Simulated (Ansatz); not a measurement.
# Molecular dynamics of Ba$_{3}$Ti$_{3}$SiCl$_{2}$O$_{9}$

The input (input.yaml):

```yaml
crystal:
  lattice:
    - [5.654034, 0.0, 0.0]
    - [-2.827017, 4.896537, 0.0]
    - [0.0, 0.0, 20.711368]
  atoms:
    - { symbol: Ba, position: [0.0, 0.0, 0.0482827] }
    - { symbol: Ti, position: [0.3333333, 0.6666667, 0.1002115] }
    - { symbol: O, position: [0.4973667, 0.9947333, 0.0530615] }
    - { symbol: O, position: [0.0052667, 0.5026333, 0.0530615] }
    - { symbol: O, position: [0.4973667, 0.5026333, 0.0530615] }
    - { symbol: Ba, position: [0.6666667, 0.3333333, 0.1601983] }
    - { symbol: Ti, position: [0.0, 0.0, 0.2121271] }
    - { symbol: O, position: [0.1640333, 0.3280667, 0.1649771] }
    - { symbol: O, position: [0.6719333, 0.8359667, 0.1649771] }
    - { symbol: O, position: [0.1640333, 0.8359667, 0.1649771] }
    - { symbol: Ba, position: [0.3333333, 0.6666667, 0.2721139] }
    - { symbol: Ti, position: [0.6666667, 0.3333333, 0.3240427] }
    - { symbol: O, position: [0.8307, 0.6614, 0.2768927] }
    - { symbol: O, position: [0.3386, 0.1693, 0.2768927] }
    - { symbol: O, position: [0.8307, 0.1693, 0.2768927] }
    - { symbol: Si, position: [0.8193144, 0.163452, 0.5573349] }
    - { symbol: Cl, position: [0.9882593, -0.0074333, 0.6175917] }
    - { symbol: Cl, position: [0.6503696, 0.3343374, 0.6175917] }
basis:
  ecutwfc: 420.0
kpoints:
  mp_grid: { grid: [2, 2, 1] }
hamiltonian:
  xc: pbesol
  pseudopotentials: { kind: paw, azcp: { folder: soft_1 } }
scf:
  occupations: { method: fermi_dirac, width: 0.05 }
  lower_state_search: "off"
md:
  timestep: 1.5
  n_steps: 430
  ensemble: nve
  initial_velocities: zero
  seed: 507327
  initial_site_velocities:
    - { site: 15, velocity: [0.005676, 0.0, -0.006765] }
    - { site: 16, velocity: [0.005676, 0.0, -0.006765] }
    - { site: 17, velocity: [0.005676, 0.0, -0.006765] }
  constraints: [{ sites: [0, 1, 2, 3, 4] }]
```

Command:

```bash
$ ansatz run input.yaml --threads 2 --pin off --max-ram 5120MiB --backend cpu --events-out ev --progress --plain --runs-dir out
```

It starts from an unrelaxed structure (largest force component 5.75 eV/Å).

Output, in part (step lines):

```
md step     0: t =     0.00 fs  T =   238.0 K  F+E_penalty+E_count = -32818.82418838 eV  E_kin = 0.400013 eV  conserved = -32818.42417586 eV  (24 SCF iters)
md step     1: t =     1.50 fs  T =   257.6 K  F+E_penalty+E_count = -32818.85720172 eV  E_kin = 0.432844 eV  conserved = -32818.42435731 eV  (9 SCF iters)
md step     2: t =     3.00 fs  T =   313.7 K  F+E_penalty+E_count = -32818.95208096 eV  E_kin = 0.527176 eV  conserved = -32818.42490527 eV  (11 SCF iters)
md step     3: t =     4.50 fs  T =   401.2 K  F+E_penalty+E_count = -32819.10006791 eV  E_kin = 0.674236 eV  conserved = -32818.42583216 eV  (11 SCF iters)
md step     4: t =     6.00 fs  T =   511.4 K  F+E_penalty+E_count = -32819.28649987 eV  E_kin = 0.859362 eV  conserved = -32818.42713806 eV  (12 SCF iters)
md step     5: t =     7.50 fs  T =   632.1 K  F+E_penalty+E_count = -32819.49102484 eV  E_kin = 1.062247 eV  conserved = -32818.42877769 eV  (8 SCF iters)
md step     6: t =     9.00 fs  T =   748.6 K  F+E_penalty+E_count = -32819.68858021 eV  E_kin = 1.257958 eV  conserved = -32818.43062217 eV  (7 SCF iters)
md step     7: t =    10.50 fs  T =   844.6 K  F+E_penalty+E_count = -32819.85169866 eV  E_kin = 1.419274 eV  conserved = -32818.43242469 eV  (7 SCF iters)
[... lines left out ...]
md step   430: t =   645.00 fs  T =  1145.8 K  F+E_penalty+E_count = -32820.35441141 eV  E_kin = 1.925337 eV  conserved = -32818.42907488 eV  (13 SCF iters)
```

The steps, from the saved trajectory:

| time (fs) | T (K) | potential energy less start (eV) | conserved less start (meV/atom) |
| --- | --- | --- | --- |
| 0 | 238 | 0.000 | 0.00 |
| 21 | 768 | -0.891 | -0.01 |
| 42 | 676 | -0.737 | -0.04 |
| 63 | 941 | -1.185 | -0.19 |
| 84 | 963 | -1.224 | -0.30 |
| 105 | 1069 | -1.406 | -0.49 |
| 126 | 1040 | -1.358 | -0.56 |
| 147 | 850 | -1.038 | -0.50 |
| 168 | 1293 | -1.783 | -0.58 |
| 189 | 1250 | -1.707 | -0.42 |
| 210 | 990 | -1.267 | -0.23 |
| 231 | 777 | -0.907 | -0.05 |
| 252 | 880 | -1.077 | 0.08 |
| 273 | 746 | -0.855 | -0.02 |
| 294 | 924 | -1.151 | 0.13 |
| 315 | 1186 | -1.594 | -0.08 |
| 336 | 1049 | -1.363 | -0.04 |
| 357 | 1170 | -1.571 | -0.25 |
| 378 | 1180 | -1.588 | -0.28 |
| 399 | 1173 | -1.581 | -0.57 |
| 420 | 1229 | -1.676 | -0.59 |
| 441 | 1731 | -2.523 | -0.74 |
| 462 | 1204 | -1.632 | -0.52 |
| 483 | 1414 | -1.985 | -0.45 |
| 504 | 1339 | -1.854 | -0.25 |
| 525 | 1363 | -1.900 | -0.49 |
| 546 | 1428 | -2.005 | -0.27 |
| 567 | 1756 | -2.558 | -0.42 |
| 588 | 1662 | -2.400 | -0.43 |
| 609 | 1455 | -2.052 | -0.40 |
| 630 | 1296 | -1.782 | -0.25 |

The run went to its last step. The conserved energy stayed within 0.75 meV per atom of its start (net change -0.27 meV per atom), so the integration is sound. A run of 0.65 ps of so small a system gives no equilibrium averages. Limits of this set-up: coarse k mesh, slab without dipole correction, no dispersion correction for a molecule that may bind weakly, PAW files made for another functional.

Mean squared displacements from the first frame to the last: Ba 0.18 Å², Ti 0.23 Å², O 0.50 Å², Si 6.83 Å², Cl 19.08 Å².

Last frame:

```xyz
18
Lattice="5.6540 0.0000 0.0000 -2.8270 4.8965 0.0000 0.0000 0.0000 20.7114" Properties=species:S:1:pos:R:3
Ba 0.000 0.000 1.000
Ti 0.000 3.264 2.075
O 0.000 4.871 1.099
O -1.391 2.461 1.099
O 1.391 2.461 1.099
Ba 2.901 1.667 3.029
Ti 0.186 0.162 4.649
O -0.054 1.670 3.971
O 1.714 4.125 3.950
O -1.227 4.170 3.699
Ba 0.122 3.564 6.227
Ti 2.759 2.131 7.271
O 3.155 3.758 6.373
O 1.604 1.421 6.274
O 4.422 1.363 7.133
Si 4.534 1.320 9.008
Cl 7.220 1.837 9.148
Cl 4.991 -0.443 9.735
```

Time of the run: 34 min on 2 threads of Arm Neoverse V2 (shared host), peak memory 1.2 GiB.
